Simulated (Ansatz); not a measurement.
Turn this script for the Ansatz DFT code, driven from Python into the input file that the command-line program reads.

`h4osite.py`:
```python
# -*- coding: utf-8 -*-
"""Electronic structure of the H4OSiTe molecule."""

import warnings

import ansatz

config = {
    "basis": "x2c-TZVPPall",
    "functional": "hf",
}

warnings.simplefilter("ignore", ansatz.DeckWarning)

molecule = (
    ansatz.Crystal.molecule()
    .atom("O", (-1.2304, -0.6966, -0.4964))
    .atom("Si", (-0.1402, 0.4739, 0.0961))
    .atom("Te", (1.5412, -0.7204, 1.4309))
    .atom("H", (-1.8429, -0.0931, -1.0345))
    .atom("H", (0.5219, 1.155, -1.0442))
    .atom("H", (-0.8222, 1.4811, 0.9416))
    .atom("H", (2.034, -1.6679, 0.0608))
)

base = molecule.calculation().basis(gaussian=config["basis"]).functional(config["functional"])
r = base.session().plan(threads=1).execute().report

print(f"E = {r['free_energy_ev']:.6f} eV = {r['free_energy_ev'] / 27.211386246:.7f} Ha")
print("converged:", r["converged"], " doubts:", r["published_state_doubts"] or "none")
```

Running `python h4osite.py` prints:
```text
E = -194776.577650 eV = -7157.9072043 Ha
converged: True  doubts: none
```

`input.yaml`:
```yaml
crystal:
  periodic: [false, false, false]
  atoms:
    - { symbol: O, position_ang: [-1.2304, -0.6966, -0.4964] }
    - { symbol: Si, position_ang: [-0.1402, 0.4739, 0.0961] }
    - { symbol: Te, position_ang: [1.5412, -0.7204, 1.4309] }
    - { symbol: H, position_ang: [-1.8429, -0.0931, -1.0345] }
    - { symbol: H, position_ang: [0.5219, 1.155, -1.0442] }
    - { symbol: H, position_ang: [-0.8222, 1.4811, 0.9416] }
    - { symbol: H, position_ang: [2.034, -1.6679, 0.0608] }
basis:
  gaussian: { orbitals: x2c-TZVPPall }
hamiltonian:
  xc: hf
```

The program run on that file:
```console
$ ansatz run input.yaml --threads 1 --pin off --max-ram 4096MiB --backend cpu --events-out ev --progress --plain --runs-dir out
Engine: ansatz 0.2.0, x86_64-unknown-linux-gnu
Functional definition: HF
  exchange = exact_x
  correlation = 0
1506 factors; their error is unknown
mean field evaluation 1: about -194772.4045 eV, gradient 3.5e1 eV
mean field evaluation 2: about -194774.0921 eV, gradient 2.5e1 eV
mean field evaluation 4: about -194775.1780 eV, gradient 7.2e-1 eV
mean field evaluation 8: about -194776.5772 eV, gradient 9.8e-1 eV
mean field -194776.57765014 eV, -7157.9072043366 hartree, gradient 3.7e-5 eV, S^2 0.000000; 0 other end points of the search recorded, 0 dependent functions left out
reference -194776.57765014 eV, -7157.9072043366 hartree; 39, 39 occupied and 150, 150 virtual orbitals, 1506 factors
Total energy: -194776.57765014 eV, -7157.9072043366 hartree
Relativity: scalar
```

What to keep in mind:
- Total energies depend on the basis set; only differences at equal settings carry meaning.
- The geometry is a force-field or estimated start, not a minimum of this method, and the basis set is short of its limit.
- Finished in 3.9 s on 1 thread of AMD EPYC 7B13 (Zen 3), on a shared host, peak memory 0.47 GiB.

(Lines on the test bed's own set-up are left out of the output.)
